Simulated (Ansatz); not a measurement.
**C₃H₈AlCl (SMILES C[CH](C)[AlH][Cl]): energies and forces away from the minimum**

One table from this session's results is given with a row withheld; the runs are named, their logs left out.

Program: Ansatz 0.2.0, Gaussian basis. Level of theory: single points with forces in def2-TZVPP. These are calculated values, not measurements.

Levels: PBE-D4, r2SCAN-D4, PBE0-D4, wB97M-V, Hartree-Fock, MP2, CCSD, CCSD(T). Each coordinate is moved by a Gaussian draw of the width named (0.7 of it for atoms other than hydrogen): 0.04, 0.04, 0.04, 0.12 Å.

Correlated methods freeze the cores.

## The starting structure

13 atoms, charge 0, spin multiplicity 1.

Atoms are counted from 1 here; the program's logs count them from 0.

Bond lengths: C1–C2 1.497 Å, C1–H6 1.184 Å, C1–H7 1.108 Å, C1–H8 1.053 Å, C2–C3 1.508 Å, C2–Al4 2.035 Å, C2–H9 1.159 Å, C3–H10 1.148 Å, C3–H11 1.077 Å, C3–H12 1.121 Å, Al4–Cl5 2.268 Å, Al4–H13 1.500 Å. Angles: C2–C1–H6 107.9°, C2–C1–H7 111.0°, C2–C1–H8 112.3°, H6–C1–H7 105.3°, H6–C1–H8 107.9°, H7–C1–H8 112.1°, C1–C2–C3 108.1°, C1–C2–Al4 114.5°, C1–C2–H9 109.2°, C3–C2–Al4 108.8°, C3–C2–H9 109.7°, Al4–C2–H9 106.4°, C2–C3–H10 109.6°, C2–C3–H11 112.8°, C2–C3–H12 111.2°, H10–C3–H11 109.5°, H10–C3–H12 103.4°, H11–C3–H12 110.0° and more.

Geometry (Å):

```csv
atom,x (Å),y (Å),z (Å)
C1,-1.2833,-0.5444,0.3203
C2,0.0687,0.0843,0.4581
C3,1.1066,-0.9636,0.1415
Al4,0.3773,1.6973,-0.7437
Cl5,-1.3370,2.3070,-2.0981
H6,-2.0957,0.2826,0.5596
H7,-1.4754,-0.8474,-0.7285
H8,-1.4243,-1.3408,0.9946
H9,0.2075,0.4566,1.5468
H10,2.1557,-0.5331,0.3218
H11,1.0358,-1.3292,-0.8694
H12,1.0506,-1.8202,0.8632
H13,1.6341,2.5162,-0.7513
```

The first run:

File pre/in.yaml:

```yaml
crystal:
  periodic: [false, false, false]
  atoms:
    - {symbol: C, position_ang: [-1.283300, -0.544400, 0.320300]}
    - {symbol: C, position_ang: [0.068700, 0.084300, 0.458100]}
    - {symbol: C, position_ang: [1.106600, -0.963600, 0.141500]}
    - {symbol: Al, position_ang: [0.377300, 1.697300, -0.743700]}
    - {symbol: Cl, position_ang: [-1.337000, 2.307000, -2.098100]}
    - {symbol: H, position_ang: [-2.095700, 0.282600, 0.559600]}
    - {symbol: H, position_ang: [-1.475400, -0.847400, -0.728500]}
    - {symbol: H, position_ang: [-1.424300, -1.340800, 0.994600]}
    - {symbol: H, position_ang: [0.207500, 0.456600, 1.546800]}
    - {symbol: H, position_ang: [2.155700, -0.533100, 0.321800]}
    - {symbol: H, position_ang: [1.035800, -1.329200, -0.869400]}
    - {symbol: H, position_ang: [1.050600, -1.820200, 0.863200]}
    - {symbol: H, position_ang: [1.634100, 2.516200, -0.751300]}
basis:
  gaussian: {orbitals: def2-SVP}
hamiltonian: {xc: pbe, dispersion: d4}
relax: {f_tol: 0.03, max_steps: 250}
```

No record of the launch command was kept for these runs.

Steps of the session up to this table: A first relaxation in a small basis; Relaxation at PBE0-D4; Reference energies at the minimum; Structure 1, width 0.04 Å; Structure 2, width 0.04 Å; Structure 3, width 0.04 Å; Structure 4, width 0.12 Å.

One of the session's tables, all rows but one given; the rest of the session is left out.

```
   method  RMS force component (eV/Å)  angle to CCSD(T) forces (°)  dipole (D)
   PBE-D4                       2.576                          3.4        2.36
r2SCAN-D4                       2.598                          1.8        2.39
  PBE0-D4                           ?                            ?           ?
  wB97M-V                       2.633                          1.4        2.44
  CCSD(T)                       2.660                    reference        2.38
```

**Question.** Estimate the row for PBE0-D4.

**Answer.** RMS force component (eV/Å): 2.635; angle to CCSD(T) forces (°): 2.3; dipole (D): 2.47. In the column «RMS force component (eV/Å)» it lies between wB97M-V (2.633) and CCSD(T) (2.660).
